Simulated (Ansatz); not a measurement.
# 2x3x3 LiBr rock-salt block (Li9Br9): structure and electronic state

Aim: characterise 2x3x3 LiBr rock-salt block (Li9Br9) as a singlet: its structure, frontier levels and distribution of charge.

Program: Ansatz 0.2.0, Gaussian basis. Level of theory: RKS PBE-D4/def2-SVP. These are calculated values, not measurements.

Levels to be run: relaxation at PBE-D4/def2-SVP; a single point at PBE-D4/def2-SVP.

9 further runs of the same task are left out: 9 that didn't finish. Runs told in other sessions of the task aren't counted.

## Step 1: The system as given

18 atoms, charge 0, spin multiplicity 1.

Atoms are counted from 1 here; the program's logs count them from 0.

Bond lengths: Li1–Br2 2.683 Å, Li1–Br4 2.683 Å, Li1–Br10 2.649 Å, Br2–Li3 2.659 Å, Br2–Li5 2.642 Å, Br2–Li11 2.700 Å, Li3–Br6 2.665 Å, Li3–Br12 2.678 Å, Br4–Li5 2.675 Å, Br4–Li7 2.649 Å, Br4–Li13 2.671 Å, Li5–Br6 2.657 Å, Li5–Br8 2.679 Å, Li5–Br14 2.667 Å, Br6–Li9 2.670 Å, Br6–Li15 2.661 Å, Li7–Br8 2.663 Å, Li7–Br16 2.676 Å and more. Angles: Br2–Li1–Br4 89.5°, Br2–Li1–Br10 90.8°, Br4–Li1–Br10 90.4°, Li1–Br2–Li3 178.8°, Li1–Br2–Li5 90.3°, Li1–Br2–Li11 89.4°, Li3–Br2–Li5 90.4°, Li3–Br2–Li11 89.6°, Li5–Br2–Li11 89.9°, Br2–Li3–Br6 89.6°, Br2–Li3–Br12 90.5°, Br6–Li3–Br12 90.1°, Li1–Br4–Li5 89.6°, Li1–Br4–Li7 179.6°, Li1–Br4–Li13 89.8°, Li5–Br4–Li7 90.1°, Li5–Br4–Li13 90.1°, Li7–Br4–Li13 89.9° and more.

As a file:

```
Li   -1.33190   -2.67270   -2.67160
Br   -1.35820   -2.64950    0.01140
Li   -1.33710   -2.65980    2.67030
Br   -1.33930    0.00980   -2.67060
Li   -1.33710   -0.00790    0.00450
Br   -1.33480    0.00550    2.66140
Li   -1.33250    2.65860   -2.65910
Br   -1.33190    2.67080    0.00410
Li   -1.34390    2.67530    2.68810
Br    1.31740   -2.68480   -2.68250
Li    1.34220   -2.66620    0.01080
Br    1.34100   -2.66540    2.67030
Li    1.33210    0.00870   -2.67880
Br    1.32960    0.00240    0.01800
Li    1.32620   -0.01080    2.66190
Br    1.34350    2.66510   -2.65430
Li    1.31510    2.67880    0.01030
Br    1.31960    2.66900    2.67970
```

The start is a built from a lattice or polyhedron geometry.

## Step 2: Optimising with PBE-D4/def2-SVP

in.yaml reads:

```yaml
crystal:
  periodic: [false, false, false]
  atoms:
    - {symbol: Li, position_ang: [-1.331900, -2.672700, -2.671600]}
    - {symbol: Br, position_ang: [-1.358200, -2.649500, 0.011400]}
    - {symbol: Li, position_ang: [-1.337100, -2.659800, 2.670300]}
    - {symbol: Br, position_ang: [-1.339300, 0.009800, -2.670600]}
    - {symbol: Li, position_ang: [-1.337100, -0.007900, 0.004500]}
    - {symbol: Br, position_ang: [-1.334800, 0.005500, 2.661400]}
    - {symbol: Li, position_ang: [-1.332500, 2.658600, -2.659100]}
    - {symbol: Br, position_ang: [-1.331900, 2.670800, 0.004100]}
    - {symbol: Li, position_ang: [-1.343900, 2.675300, 2.688100]}
    - {symbol: Br, position_ang: [1.317400, -2.684800, -2.682500]}
    - {symbol: Li, position_ang: [1.342200, -2.666200, 0.010800]}
    - {symbol: Br, position_ang: [1.341000, -2.665400, 2.670300]}
    - {symbol: Li, position_ang: [1.332100, 0.008700, -2.678800]}
    - {symbol: Br, position_ang: [1.329600, 0.002400, 0.018000]}
    - {symbol: Li, position_ang: [1.326200, -0.010800, 2.661900]}
    - {symbol: Br, position_ang: [1.343500, 2.665100, -2.654300]}
    - {symbol: Li, position_ang: [1.315100, 2.678800, 0.010300]}
    - {symbol: Br, position_ang: [1.319600, 2.669000, 2.679700]}
basis:
  gaussian: {orbitals: def2-SVP}
hamiltonian: {xc: pbe, dispersion: d4}
scf: {lower_state_search: "off"}
output: {orbitals: {seedname: orbitals}}
relax: {f_tol: 0.03, max_steps: 70}
```

On the command line:

```sh
> ansatz run in.yaml --threads 4 --pin off --events-out ev --progress --plain --max-ram 6963MiB
```

After this run come: Single point, PBE-D4/def2-SVP.

Q: Predict the results of all the runs planned. Wanted: point group; commonest bond; HOMO, LUMO at PBE-D4/def2-SVP; dipole at PBE-D4/def2-SVP.

**Answer**, as computed:

| quantity | value |
| --- | --- |
| point group | C4v |
| commonest bond | Br–Li, 33 of mean length 2.572 Å |
| HOMO, LUMO at PBE-D4/def2-SVP | -6.60, -1.42 eV |
| dipole at PBE-D4/def2-SVP | 3.77 D |

The molecule keeps its bonding pattern by the stored test; the atoms moved 0.34 Å (rms), and the angle Li7–Br8–Li9 went from 180° to 144°. No usable vibrations, so a minimum isn't proven. Whether this spin is the lowest isn't tested here.
